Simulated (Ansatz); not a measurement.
**CHFI radical: small, medium and large basis sets**

An exercise on one series of results from a longer session: the logs are not shown, and one member is left open.

The runs use Ansatz 0.2.0, Gaussian basis; one geometry, several basis sets.

Plan: PBE0-D4/def2-SVP; ωB97M-V/def2-SVP; PBE0-D4/def2-QZVPP; ωB97M-V/def2-QZVPP; the functionals' def2-TZVPP values are taken from earlier runs.

### The geometry

All runs share one geometry, relaxed beforehand with PBE0-D4 in a triple-zeta def2 set. I takes the def2 core potential; no spin-orbit term is included.

4 atoms, charge 0, spin multiplicity 2.

Atoms are counted from 1 here; the program's logs count them from 0.

Bond lengths: F1–C2 1.324 Å, C2–I3 2.062 Å, C2–H4 1.086 Å. Angles: F1–C2–I3 116.3°, F1–C2–H4 114.0°, I3–C2–H4 117.3°.

The first run:

Input file in.yaml:

```yaml
crystal:
  periodic: [false, false, false]
  atoms:
    - {symbol: F, position_ang: [-0.052752, -1.204458, 0.666101]}
    - {symbol: C, position_ang: [0.117408, 0.050758, 0.279998]}
    - {symbol: I, position_ang: [-1.167338, 0.738779, -1.178316]}
    - {symbol: H, position_ang: [1.158282, 0.354622, 0.211816]}
basis:
  gaussian: {orbitals: def2-SVP}
magnetization: {spin_polarized: true, initial_magnetization: 1}
hamiltonian: {xc: pbe0, dispersion: d4}
output: {orbitals: {seedname: orbitals}}
```

The run is started by

```console
ansatz run in.yaml --threads 2 --pin off --events-out ev --progress --plain --max-ram 22528MiB --backend cpu
```

Among the steps run: PBE0-D4 in def2-SVP; ωB97M-V in def2-SVP; PBE0-D4 in def2-QZVPP; ωB97M-V in def2-QZVPP.

One table of the session follows, with a row left open; its other results are not shown here.

It belongs to the step «Density functionals: the series». 

```
functional       basis  HOMO (eV)  LUMO (eV)
   PBE0-D4    def2-SVP      -6.34      -1.89
   PBE0-D4  def2-TZVPP      -6.43      -2.06
   PBE0-D4  def2-QZVPP      -6.46      -2.10
   ωB97M-V    def2-SVP      -8.34       0.11
   ωB97M-V  def2-TZVPP          ?          ?
   ωB97M-V  def2-QZVPP      -8.47      -0.25
```

Q: Estimate the row for ωB97M-V, def2-TZVPP from the others.

**Answer.** HOMO (eV): -8.44; LUMO (eV): -0.18. In the column «HOMO (eV)» it lies between ωB97M-V, def2-QZVPP (-8.47) and ωB97M-V, def2-SVP (-8.34).
